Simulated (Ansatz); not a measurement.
# Ge₂HF (singlet): wave-function methods side by side, cc-pVDZ

How much of the correlation energy of Ge₂HF (singlet) does each wave-function method recover here?

Computed with Ansatz 0.2.0, Gaussian basis. Level: cc-pVDZ, core rule «outside noble gas», up to 29 orbitals frozen.

To be run: UHF; CCSD(T) on RHF; CCSD(T) on UHF; BCCD(T) on RHF; CISD; CCSDT(Q) on RHF; CCSDT(Q) on UHF; CCSDTQ on RHF.

4 further runs of the same task are left out: 4 set aside as unsound or not needed. Runs told in other sessions of the task aren't counted.

### 1 The geometry

The geometry is a PBE0/def2-TZVP stationary point (not a proven minimum). No spin-orbit coupling is included. The filled d shell of Ge may be among the frozen orbitals whatever the setting's name suggests.

4 atoms, charge 0, spin multiplicity 1.

Atoms are counted from 1 here; the program's logs count them from 0.

Bond lengths: F1–Ge2 2.007 Å, F1–Ge3 2.007 Å, Ge2–Ge3 2.395 Å, Ge2–H4 1.802 Å, Ge3–H4 1.802 Å. Angles: Ge2–F1–Ge3 73.3°, F1–Ge2–Ge3 53.4°, F1–Ge2–H4 76.5°, Ge3–Ge2–H4 48.4°, F1–Ge3–Ge2 53.4°, F1–Ge3–H4 76.5°, Ge2–Ge3–H4 48.4°, Ge2–H4–Ge3 83.3°.

### 2 UHF

in.yaml

```yaml
crystal:
  periodic: [false, false, false]
  atoms:
    - {symbol: F, position_ang: [-0.045817, -1.427113, -0.000001]}
    - {symbol: Ge, position_ang: [0.014783, 0.182489, -1.197682]}
    - {symbol: Ge, position_ang: [0.014783, 0.182488, 1.197682]}
    - {symbol: H, position_ang: [-1.267168, 0.596209, 0.000000]}
basis:
  gaussian: {orbitals: cc-pVDZ}
magnetization: {spin_polarized: true, initial_magnetization: 0}
hamiltonian: {xc: hf}
output: {orbitals: {seedname: orbitals}}
```

Command:

```sh
$ ansatz run in.yaml --threads 1 --pin off --events-out ev --progress --plain --max-ram 4096MiB --backend cpu
```

After this run come: CCSD(T) on RHF; CCSD(T) on UHF; BCCD(T) on RHF; CISD; CCSDT(Q) on RHF; CCSDT(Q) on UHF; CCSDTQ on RHF.

Q: Predict the results of all the runs planned. Wanted: RCCSDTQ from the RHF energy; RMP2 from RCCSDTQ; RCCSD from RCCSDTQ; RCCSD(T) from RCCSDTQ; RCCSDT(Q) from RCCSDTQ; T1 diagnostic.

**Answer**, as computed:

| quantity | value |
| --- | --- |
| RCCSDTQ from the RHF energy | -10.6747 eV |
| RMP2 from RCCSDTQ | +1180.2 meV |
| RCCSD from RCCSDTQ | +395.1 meV |
| RCCSD(T) from RCCSDTQ | +66.9 meV |
| RCCSDT(Q) from RCCSDTQ | -1.6 meV |
| levels within 1 kcal/mol (43 meV) | RCCSDT, RCCSDT(Q) |
| T1 diagnostic | 0.022 |

What this shows: RCCSD(T) lands +66.9 meV from the yardstick (0.6 % of the correlation energy). These misses are within one basis, not against nature.
